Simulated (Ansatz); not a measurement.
This script makes an equation of state with a fit of LiMg, space group Pm-3m with Ansatz's Python interface.

Script `limg.py`:
```python
# -*- coding: utf-8 -*-
"""Energy against volume for LiMg, with a fit."""

import logging
import sys

import ansatz as az
import numpy as np
from pymatgen.analysis.eos import EOS

logging.basicConfig(stream=sys.stdout, format="%(levelname)s %(message)s")
log = logging.getLogger("run")
log.setLevel(logging.INFO)

VECTORS = np.array([
    [3.415326, 0.0, 0.0],
    [0.0, 3.415326, 0.0],
    [0.0, 0.0, 3.415326],
])
SITES = [
    ("Li", (0.0, 0.0, 0.0)),
    ("Mg", (0.5, 0.5, 0.5)),
]


def crystal_on(cell):
    crystal = az.Crystal(lattice=az.Lattice.of(cell))
    for symbol, position in SITES:
        crystal = crystal.atom(symbol, position)
    return crystal


def main():
    # uniform scaling of the cell
    volumes, energies = [], []
    for scale in np.linspace(0.88, 1.12, 7):
        cell = VECTORS * scale ** (1 / 3)
        job = (
            crystal_on(cell).calculation()
            .functional("r2scan")
            .basis(21 * az.Ha)
            .occupations(az.OccupationsMethod.FERMI_DIRAC)
            .scf(tolerance=1e-08)
            .kpoints(7, 7, 7)
        )
        rep = job.run().report
        volumes.append(abs(np.linalg.det(cell)) / len(SITES))
        energies.append(rep["free_energy_ev"] / len(SITES))
        log.info(f"V = {volumes[-1]:8.4f} A^3/atom  F = {energies[-1]:.5f} eV/atom")

    for form in ["vinet", "birch_murnaghan"]:
        fit = EOS(eos_name=form).fit(volumes, energies)
        log.info(f"{form:18s} V0 {fit.v0:8.4f} A^3/atom  B0 {fit.b0_GPa:7.1f} GPa  B1 {fit.b1:5.2f}")


if __name__ == "__main__":
    main()
```

Its results, one of them left out:

| V (Å³/atom) | F less the lowest row shown (meV/atom) |
| --- | --- |
| 17.529 | 34.48 |
| 18.325 | 15.32 |
| 19.122 | 4.30 |
| 19.919 | 0.00 |
| 20.716 | 1.26 |
| 21.512 | 7.14 |
| 22.309 | ? |

What is the missing energy at 22.309 Å³ an atom?

A third-order Birch-Murnaghan fit, E = E0 + (9 V0 B0 / 16) [(t - 1)³ B' + (t - 1)² (6 - 4t)] with t = (V0/V)^(2/3), through the 6 rows shown gives V0 = 20.117 Å³, B0 = 26.9 GPa, B' = 3.73 and E0 = -0.16 meV. At V = 22.309 Å³, t = 0.93336, and the fit extrapolates to 16.84 meV. The run gave 16.84 meV, a miss of 0.00 meV.

Caveats:
- For a metal this k-point mesh is coarse: on a finer one energies can move by several to tens of meV an atom and pressures by half a GPa or more, differences at one mesh by less.
- This cell is a computed structure, which may not be the phase found in nature.
- It ran for 23 s on 1 thread of Arm Neoverse N1 (shared host), peak memory 0.49 GiB.

(A comment or docstring line of the script was reworded after the run, the code is as it ran.)
